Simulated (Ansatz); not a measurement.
# CH2FOSi: the cost of one run

All numbers below are computed with Ansatz 0.2.0 (RKS PBE0-D4/def2-SVP).

## (1) Starting point

Bond lengths: O1–Si2 1.715 Å, Si2–C3 1.776 Å, C3–F4 1.463 Å, O1–H5 0.958 Å, C3–H6 1.093 Å. Angles: O1–Si2–C3 107.0°, Si2–O1–H5 114.1°, Si2–C3–F4 127.4°, Si2–C3–H6 124.6°, F4–C3–H6 107.9°.

As a file:

```xyz
6

O    -1.2976    0.4516   -1.2431
Si    0.1859    1.0932   -0.6696
C     0.7881   -0.0234    0.5730
F     0.1608   -1.2613    1.0355
H    -1.5570   -0.3696   -0.8247
H     1.7198    0.1096    1.1289
```

## (2) Relaxing end A

input.yaml reads:

```yaml
crystal:
  periodic: [false, false, false]
  atoms:
    - { symbol: O, position_ang: [-1.29761, 0.45165, -1.24312] }
    - { symbol: Si, position_ang: [0.18587, 1.09317, -0.66958] }
    - { symbol: C, position_ang: [0.78814, -0.02342, 0.57301] }
    - { symbol: F, position_ang: [0.1608, -1.26132, 1.03552] }
    - { symbol: H, position_ang: [-1.55699, -0.36965, -0.82474] }
    - { symbol: H, position_ang: [1.7198, 0.10957, 1.12891] }
total_charge: -1
basis:
  gaussian: { orbitals: def2-SVP }
hamiltonian:
  xc: pbe0
  dispersion: d4
relax:
  f_tol: 0.02
  max_steps: 50
output:
  orbitals: {}
```

On the command line:

```sh
$ ansatz run input.yaml --threads 1 --pin off --max-ram 2048MiB --backend cpu --events-out ev --progress --plain --runs-dir out
```

What time and memory should one allow on 1 thread of an Arm CPU, shared host?

About 19 s, with a peak of 0.16 GiB.
